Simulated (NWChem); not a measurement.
# B2PH5S (SMILES BSBP): levels of theory compared

Aim: a comparison of 3 runs (HF/def2-SVP, PBE0/def2-SVP, SVWN5/def2-SVP) of B2PH5S. 

The results are computed with NWChem 7.3.0.

## Step 1: Starting point

B2PH5S has 9 atoms, charge 0, and is taken as a singlet. As SMILES, `BSBP`. The coordinates come from a GFN2-xTB relaxation. This is one conformer, not always the lowest.

Bond lengths: B1–S2 1.768 Å, S2–B3 1.800 Å, B3–P4 1.868 Å, B1–H5 1.166 Å, B1–H6 1.167 Å, B3–H7 1.170 Å, P4–H8 1.379 Å, P4–H9 1.378 Å. Angles: B1–S2–B3 105.3°, S2–B3–P4 119.8°, S2–B1–H5 117.0°, S2–B1–H6 120.5°, S2–B3–H7 119.4°, P4–B3–H7 120.3°, B3–P4–H8 100.4°, B3–P4–H9 101.2°, H5–B1–H6 122.5°, H8–P4–H9 96.6°.

## Step 2: Energy and gradient at HF/def2-SVP (run 1)

b2h5ps.nw reads:

```
start b2h5ps
memory stack 880 mb heap 220 mb global 1100 mb
geometry noautosym nocenter noautoz
  B    -0.901870    2.030210    0.454040
  S    -0.818780    0.639700   -0.635190
  B     0.347670   -0.497090    0.131860
  P     0.375290   -2.290710   -0.389520
  H    -1.622180    2.896120    0.152300
  H    -0.271860    2.051300    1.436050
  H     0.981840   -0.138670    1.047120
  H     1.735130   -2.512820   -0.448080
  H     0.174770   -2.178040   -1.748580
end
basis spherical bse
  * library def2-SVP
end
scf
  thresh 1e-08
  maxiter 80
end
task scf gradient
```

Started as:

```sh
nwchem b2h5ps.nw > b2h5ps.out
```

Log:

```text
[...]
  functions       =    89
[...]
  wavefunction    = RHF
[...]
         Total SCF energy =   -790.300757774811
      One-electron energy =  -1424.953141535593
      Two-electron energy =    466.375684658888
 Nuclear repulsion energy =    168.276699101894
        Time for solution =     14.9s
[...]
                         RHF ENERGY GRADIENTS
    atom               coordinates                        gradient
                 x          y          z           x          y          z
   1 B      -1.704287   3.836541   0.858011   -0.001344  -0.003856  -0.004427
   2 S      -1.547270   1.208858  -1.200335    0.007408   0.008056   0.018389
   3 B       0.657001  -0.939364   0.249179    0.002952  -0.004890  -0.001925
   4 P       0.709195  -4.328814  -0.736086    0.006335   0.014437  -0.004883
   5 H      -3.065476   5.472873   0.287805    0.009455  -0.011963   0.003456
   6 H      -0.513741   3.876395   2.713741   -0.007887  -0.001839  -0.012121
   7 H       1.855409  -0.262048   1.978770   -0.007662  -0.003648  -0.010184
   8 H       3.278920  -4.748541  -0.846748   -0.014801   0.003746  -0.002905
   9 H       0.330267  -4.115899  -3.304337    0.005544  -0.000042   0.014601
[...]
```

It took 20 s on 1 thread of Intel Xeon Platinum 8259CL at 2.50GHz (Skylake/Cascade Lake), shared host; peak memory 0.1 GiB.

## Step 3: Energy and gradient at PBE0/def2-SVP (run 2)

b2h5ps.xyz reads:

```xyz
9
B2H5PS gradient
B     -0.901870     2.030210     0.454040
S     -0.818780     0.639700    -0.635190
B      0.347670    -0.497090     0.131860
P      0.375290    -2.290710    -0.389520
H     -1.622180     2.896120     0.152300
H     -0.271860     2.051300     1.436050
H      0.981840    -0.138670     1.047120
H      1.735130    -2.512820    -0.448080
H      0.174770    -2.178040    -1.748580
```

b2h5ps.nw reads:

```
start b2h5ps
title "B2H5PS gradient"
memory stack 880 mb heap 220 mb global 1100 mb

geometry units angstrom noautosym nocenter noautoz
  load format xyz b2h5ps.xyz
end

basis spherical bse
  * library def2-SVP
end

dft
  xc pbe0
  grid xfine
  convergence energy 1e-08
  iterations 100
  mulliken
end

task dft gradient
```

Started as:

```sh
nwchem b2h5ps.nw > b2h5ps.out
```

Log:

```text
[...]
          Wavefunction type:  closed shell.
          No. of atoms     :     9
          No. of electrons :    46
[...]
          Charge           :     0
          Spin multiplicity:     1
[...]
          AO basis - number of functions:    89
[...]
              XC Information
              --------------
                         PBE0 Method XC Functional
                     Hartree-Fock (Exact) Exchange  0.250
          PerdewBurkeErnzerhof Exchange Functional  0.750
            Perdew 1991 LDA Correlation Functional  1.000 local
           PerdewBurkeErnz. Correlation Functional  1.000 non-local
[...]
 d= 0,ls=0.0,diis     1   -791.6070505779 -9.60D+02  7.60D-03  2.69D-01     4.8
[...]
 d= 0,ls=0.0,diis     8   -791.6491204390 -2.38D-09  4.76D-06  1.32D-07    33.8
         Total DFT energy =     -791.649120439038
      One electron energy =    -1425.342471341046
           Coulomb energy =      524.010580924973
    Exchange-Corr. energy =      -58.593929124859
 Nuclear repulsion energy =      168.276699101894
[...]
      Total Density - Mulliken Population Analysis
     ---------------------------------------------
    Atom       Charge   Shell Charges
 -----------   ------   -------------------------------------------------------
    1 B    5     4.98   1.99  0.85  0.16  1.53  0.39  0.05
    2 S   16    16.06   2.00  1.98  1.24  0.57  5.93  1.85  2.43  0.06
    3 B    5     5.05   1.99  0.87  0.12  1.56  0.46  0.06
    4 P   15    14.98   2.00  1.98  1.18  0.46  5.93  1.56  1.79  0.09
    5 H    1     1.01   0.75  0.24  0.01
    6 H    1     1.00   0.75  0.24  0.01
    7 H    1     0.96   0.74  0.20  0.02
    8 H    1     0.98   0.73  0.23  0.02
    9 H    1     0.98   0.73  0.23  0.02
[...]
  wavefunction    = closed shell
[...]
```

Run time: 44 s. Hardware: 1 thread of Intel Xeon Platinum 8259CL at 2.50GHz (Skylake/Cascade Lake), shared host; peak memory 0.15 GiB.

## Step 4: Energy and gradient at SVWN5/def2-SVP (run 3)

b2h5ps.nw reads:

```
start b2h5ps
title "B2H5PS"
memory total 2200 mb

geometry noautosym nocenter noautoz
   B    -0.901870    2.030210    0.454040
   S    -0.818780    0.639700   -0.635190
   B     0.347670   -0.497090    0.131860
   P     0.375290   -2.290710   -0.389520
   H    -1.622180    2.896120    0.152300
   H    -0.271860    2.051300    1.436050
   H     0.981840   -0.138670    1.047120
   H     1.735130   -2.512820   -0.448080
   H     0.174770   -2.178040   -1.748580
end

basis spherical bse
   * library def2-SVP
end

dft
   xc slater vwn_5
   grid xfine
   convergence energy 1e-08
   maxiter 100
   mulliken
end

task dft gradient
```

Started as:

```sh
nwchem b2h5ps.nw > b2h5ps.out
```

Log:

```text
[...]
          Wavefunction type:  closed shell.
          No. of atoms     :     9
          No. of electrons :    46
[...]
          Charge           :     0
          Spin multiplicity:     1
[...]
          AO basis - number of functions:    89
[...]
              XC Information
              --------------
                        Slater Exchange Functional  1.000 local
                      VWN V Correlation Functional  1.000 local
[...]
 d= 0,ls=0.0,diis     1   -788.6971727489 -9.57D+02  1.09D-02  6.17D-01     2.9
[...]
 d= 0,ls=0.0,diis    11   -788.7530154007 -1.38D-09  2.50D-07  3.50D-10    21.4
         Total DFT energy =     -788.753015400653
      One electron energy =    -1425.135446501574
           Coulomb energy =      523.719846643487
    Exchange-Corr. energy =      -55.614114644460
 Nuclear repulsion energy =      168.276699101894
[...]
  wavefunction    = closed shell
                         DFT ENERGY GRADIENTS
    atom               coordinates                        gradient
                 x          y          z           x          y          z
   1 B      -1.704287   3.836541   0.858011   -0.003351   0.013128   0.007686
   2 S      -1.547270   1.208858  -1.200335    0.003887   0.003855   0.007417
   3 B       0.657001  -0.939364   0.249179    0.010707   0.007860   0.014521
   4 P       0.709195  -4.328814  -0.736086    0.017199  -0.003298  -0.021298
   5 H      -3.065476   5.472873   0.287805    0.015580  -0.017762   0.007518
   6 H      -0.513741   3.876395   2.713741   -0.013927  -0.000016  -0.020045
   7 H       1.855409  -0.262048   1.978770   -0.012253  -0.006934  -0.018558
   8 H       3.278920  -4.748541  -0.846748   -0.024271   0.004576  -0.002027
   9 H       0.330267  -4.115899  -3.304337    0.006429  -0.001409   0.024785
[...]
```

Wall time 29 s (1 thread of Intel Xeon Platinum 8259CL at 2.50GHz (Skylake/Cascade Lake), shared host); peak memory 0.14 GiB.

## Step 5: All runs side by side

```csv
run,level,iteration cap,module,energy (Eh),dipole moment (D),HOMO energy (eV),LUMO energy (eV),wall time
1,HF/def2-SVP,80,scf,-790.300758,1.07,-9.98,1.50,20 s
2,PBE0/def2-SVP,100,dft,-791.649120,0.96,-7.59,-2.15,44 s
3,SVWN5/def2-SVP,100,dft,-788.753015,1.14,-6.63,-3.24,29 s
```

## Step 6: Summary of results

| quantity | value |
| --- | --- |
| run 3: total energy | -788.75302 Eh |
| run 3: dipole moment | 1.14 D |
| run 3: HOMO energy | -6.63 eV |
| run 3: LUMO energy | -3.24 eV |
| run 3: HOMO–LUMO gap | 3.38 eV |
| run 3: largest force on an atom | 1.418 eV/Å |

In words: The dipole moment (its size) runs from 0.96 D (PBE0/def2-SVP) to 1.14 D (SVWN5/def2-SVP). The HOMO–LUMO gap runs from 3.38 eV (SVWN5/def2-SVP) to 11.48 eV (HF/def2-SVP). Exact exchange widens orbital gaps. Totals of different functionals can't be ranked against each other. All runs together took 92 s, the longest 44 s.
